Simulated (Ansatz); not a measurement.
# TaNb3F2: the cost of one run

Computed with Ansatz 0.2.0 (DFT PBE, scalar-relativistic, plane waves, PAW, unless a step's input says otherwise).

## Step 1: Starting point

Symmetry: P4/mmm, No. 123, tetragonal system. Conventional cell: a = 3.092 Å, b = 3.092 Å, c = 11.505 Å, α = 90.00°, β = 90.00°, γ = 90.00°. Ta (site symmetry 4/mmm) is surrounded by 8 F at 2.66 Å. Nb (site symmetry 4mm) is surrounded by 8 Nb at 2.89 to 3.09 Å and 4 F at 3.20 Å. Nb (site symmetry 4/mmm) is surrounded by 12 Nb at 2.89 to 3.09 Å. F (site symmetry 4mm) has 4 Ta at 2.66 Å and 4 Nb at 3.20 Å as nearest neighbours.

As a file:

```
CELL_PARAMETERS angstrom
3.09179 0.00000 0.00000
0.00000 3.09179 0.00000
0.00000 0.00000 11.50517
ATOMIC_POSITIONS crystal
Ta 0.00000 0.00000 0.00000
Nb 0.00000 0.00000 0.66477
Nb 0.00000 0.00000 0.33523
Nb 0.50000 0.50000 0.50000
F 0.50000 0.50000 0.86814
F 0.50000 0.50000 0.13186
```

A structure generator made this guess: species swapped into a database cell of Er2Mg3Ru (P4/mmm, No. 123), with F on the Er sites, Nb on the Mg sites and Ta on the Ru sites. The dimensions are guesses.

## Step 2: A first look at the guess

Input file input.yaml:

```yaml
crystal:
  lattice:
    - [3.09179001, 0.0, 0.0]
    - [0.0, 3.09179001, 0.0]
    - [0.0, 0.0, 11.50516768]
  atoms:
    - { symbol: Ta, position: [0.0, 0.0, 0.0] }
    - { symbol: Nb, position: [0.0, 0.0, 0.66476798] }
    - { symbol: Nb, position: [0.0, 0.0, 0.33523202] }
    - { symbol: Nb, position: [0.5, 0.5, 0.5] }
    - { symbol: F, position: [0.5, 0.5, 0.868141] }
    - { symbol: F, position: [0.5, 0.5, 0.131859] }
basis:
  ecutwfc: 420
kpoints:
  mp_grid: { grid: [6, 6, 2] }
hamiltonian:
  xc: pbe
scf:
  occupations: { method: gaussian, width: 0.1 }
  lower_state_search: "off"
output:
  forces: true
  stress: true
  eigenvalues: true
```

Started as:

```bash
> ansatz run input.yaml --threads 1 --pin off --max-ram 2560MiB --backend cpu --events-out ev --progress --plain --runs-dir out
```

**Question.** How long does this run take on 1 thread of Intel Xeon at 2.70GHz, shared host, and how much memory does it need?

About 5.1 s, with a peak of 0.43 GiB.
